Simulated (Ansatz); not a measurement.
# TaRu: the cost of one run

Computed with Ansatz 0.2.0 (DFT LDA, scalar-relativistic, unless a step's input says otherwise).

**1. The system as given**

The structure is cubic, space group Pm-3m (No. 221). The conventional cell has a = 3.187 Å, b = 3.187 Å, c = 3.187 Å, α = 90.00°, β = 90.00°, γ = 90.00°. Ta (site symmetry m-3m) is surrounded by 8 Ru at 2.76 Å. Around Ru (site symmetry m-3m) lie 8 Ta at 2.76 Å.

As a file:

```cif
data_structure
_symmetry_space_group_name_H-M 'Pm-3m'
_symmetry_Int_Tables_number 221
_cell_length_a 3.1870
_cell_length_b 3.1870
_cell_length_c 3.1870
_cell_angle_alpha 90.000
_cell_angle_beta 90.000
_cell_angle_gamma 90.000
_cell_volume 32.37
loop_
_atom_site_label
_atom_site_type_symbol
_atom_site_symmetry_multiplicity
_atom_site_Wyckoff_symbol
_atom_site_fract_x
_atom_site_fract_y
_atom_site_fract_z
_atom_site_occupancy
Ta1 Ta 1 b 0.50000 0.50000 0.50000 1
Ru1 Ru 1 a 0.00000 0.00000 0.00000 1
```

The file gives the conventional cell by its symmetry; the runs use the cell typed in the input.

Atoms are numbered in the order of the input: Ta1, Ru2.

**2. The deformed structure**

Space group Pm-3m before, P4/mmm after.

**3. Full-potential LAPW**

Input file input.yaml:

```yaml
crystal:
  lattice:
    - [3.187, 0.0, 0.0]
    - [0.0, 3.187, 0.0]
    - [0.0, 0.0, 3.25074]
  atoms:
    - { symbol: Ta, position: [0.5, 0.5, 0.5] }
    - { symbol: Ru, position: [0.0, 0.0, 0.0] }
kpoints:
  mp_grid: { grid: [13, 13, 13] }
  band_path:
    path:
      - [0.0, 0.0, 0.0]
      - [0.0, 0.5, 0.0]
      - [0.5, 0.5, 0.0]
      - [0.0, 0.0, 0.0]
      - [0.0, 0.0, 0.5]
      - [0.0, 0.5, 0.5]
      - [0.5, 0.5, 0.5]
      - [0.0, 0.0, 0.5]
      - [0.0, 0.5, 0.0]
    npoints: 5
scf:
  occupations: { method: fermi_dirac, width: 0.03 }
hamiltonian:
  xc: lda
  pseudopotentials: { kind: all_electron, lapw: { basis_error: 0.00025 } }
output:
  forces: true
  stress: true
  eigenvalues: true
```

Started as:

```
$ ansatz run input.yaml --threads 1 --pin off --max-ram 3072MiB --backend cpu --events-out ev --progress --plain --runs-dir out
```

What time and memory should one allow on 1 thread of Arm Neoverse V2, shared host?

About 1.8 min, with a peak of 1 GiB.
